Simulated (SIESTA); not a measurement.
The system is Al2Cl.

```xyz
3
Lattice="0.0000 3.1587 3.1587 3.1587 0.0000 3.1587 3.1587 3.1587 0.0000" Properties=species:S:1:pos:R:3 pbc="T T T"
Al    1.5793    1.5793    1.5793
Al    4.7380    4.7380    4.7380
Cl    0.0000    0.0000    0.0000
```

The cell was built by a generator and needn't be a form met in nature.

| Item | Value |
| --- | --- |
| Program | SIESTA 5.4.2 |
| Task | relaxation of cell and atoms |
| Functional | LDA |
| Potentials or basis | PseudoDojo 0.4 standard (LDA files) |
| Basis | TZP (energy shift 0.002 Ry; radii capped at 9.5 bohr) |
| Grid cutoff | 800 Ry |
| Energy shift | 0.002 Ry |
| k mesh | 5 × 5 × 5 |
| Occupations | fermi-dirac, width 0.05 eV |
| Spin | no spin polarisation |

At the start: pressure 7.4 GPa; volume 21.01 Å³/atom.

Question: How do energy, volume and symmetry change on relaxing?

Answer: Over 7 steps the energy falls by 99.1 meV/atom and the volume is 25.88 Å³/atom (+23.2 %); space group Fm-3m (No. 225, to 0.05 Å).

The path:
```csv
step,energy change (eV),largest force (eV/Å),pressure (GPa),volume (Å³)
1,0.0000,0.0000,7.45,63.03
2,-0.0962,0.0000,5.94,65.24
3,-0.2063,0.0000,3.60,68.88
4,-0.2723,0.0000,1.71,72.97
5,-0.2971,0.0000,0.13,77.22
6,-0.2820,0.0000,-1.17,81.63
7,-0.2973,0.0000,-0.01,77.65
```

Final structure:
```cif
data_structure
_symmetry_space_group_name_H-M 'P 1'
_symmetry_Int_Tables_number 1
_cell_length_a 4.7886
_cell_length_b 4.7886
_cell_length_c 4.7886
_cell_angle_alpha 60.000
_cell_angle_beta 60.000
_cell_angle_gamma 60.000
_cell_volume 77.65
loop_
_atom_site_label
_atom_site_type_symbol
_atom_site_fract_x
_atom_site_fract_y
_atom_site_fract_z
_atom_site_occupancy
Al1 Al 0.25000 0.25000 0.25000 1
Al2 Al 0.75000 0.75000 0.75000 1
Cl1 Cl 0.00000 0.00000 0.00000 1
```

Caveat: the volume moved by over 15 % at a fixed basis, so the end points are rough; the basis of atomic orbitals isn't converged, which shifts pressures, moduli and gaps; an odd number of electrons without spin polarisation forces a metal; a magnetic or distorted state may lie lower.
